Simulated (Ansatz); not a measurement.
# AsF− (doublet): the correlation ladder, aug-cc-pVTZ

One table from this session's results is given with a row withheld; the runs are named, their logs left out.

The runs use Ansatz 0.2.0, Gaussian basis; aug-cc-pVTZ, core rule «outside noble gas», up to 15 orbitals frozen.

Plan: UHF; CCSD(T) on ROHF; CCSD(T) on UHF; BCCD(T) on ROHF; CCSDT(Q) on ROHF; CCSDT(Q) on UHF; CASSCF and NEVPT2, 13 electrons in 8 orbitals.

3 further runs of the same task are left out: 3 set aside as unsound or not needed. Runs told in other sessions of the task aren't counted.

### The system

The geometry is a PBE0/def2-TZVPD stationary point (not a proven minimum). No spin-orbit coupling is included. The filled d shell of As may be among the frozen orbitals whatever the setting's name suggests.

2 atoms, charge -1, spin multiplicity 2.

Atoms are counted from 1 here; the program's logs count them from 0.

Bond lengths: F1–As2 1.847 Å.

As a file:

```
F     0.0000    0.0000    0.0000
As    0.0000    0.0000    1.8470
```

The first run:

in.yaml

```yaml
crystal:
  periodic: [false, false, false]
  atoms:
    - {symbol: F, position_ang: [0.000000, 0.000000, 0.000000]}
    - {symbol: As, position_ang: [0.000000, 0.000000, 1.847000]}
basis:
  gaussian: {orbitals: aug-cc-pVTZ}
total_charge: -1
magnetization: {spin_polarized: true, initial_magnetization: 1}
hamiltonian: {xc: hf}
output: {orbitals: {seedname: orbitals}}
```

Command:

```sh
ansatz run in.yaml --threads 1 --pin off --events-out ev --progress --plain --max-ram 3968MiB --backend cpu
```

Steps of the session up to this table: UHF; CCSD(T) on ROHF; CCSD(T) on UHF; BCCD(T) on ROHF; CCSDT(Q) on ROHF; CCSDT(Q) on UHF; CASSCF and NEVPT2, 13 electrons in 8 orbitals.

One table of the session follows, with a row left open; its other results are not shown here.

| method | from UCCSDT(Q) (meV) |
| --- | --- |
| ROHF | +11346.3 |
| UHF | +11224.0 |
| RMP2 | +777.9 |
| UMP2 | +801.2 |
| RCCSD | +470.5 |
| UCCSD | +464.6 |
| RCCSD(T) | +41.9 |
| UCCSD(T) | +40.6 |
| BCCD(T) | +36.7 |
| RCCSDT | ? |
| UCCSDT | +19.5 |
| RCCSDT(Q) | +8.0 |
| UCCSDT(Q) | 0 |
| CASSCF valence | +10673.3 |
| NEVPT2 valence | +1830.9 |

**Question.** Estimate the row for RCCSDT.

**Answer.** from UCCSDT(Q) (meV): +22.2. In the column «from UCCSDT(Q) (meV)» it lies between UCCSDT (+19.5) and BCCD(T) (+36.7).

To keep in mind: Restricted and unrestricted rows rest on different reference determinants; a gap between their highest levels can come from leftover correlation error, from unlike frozen cores or from another state.
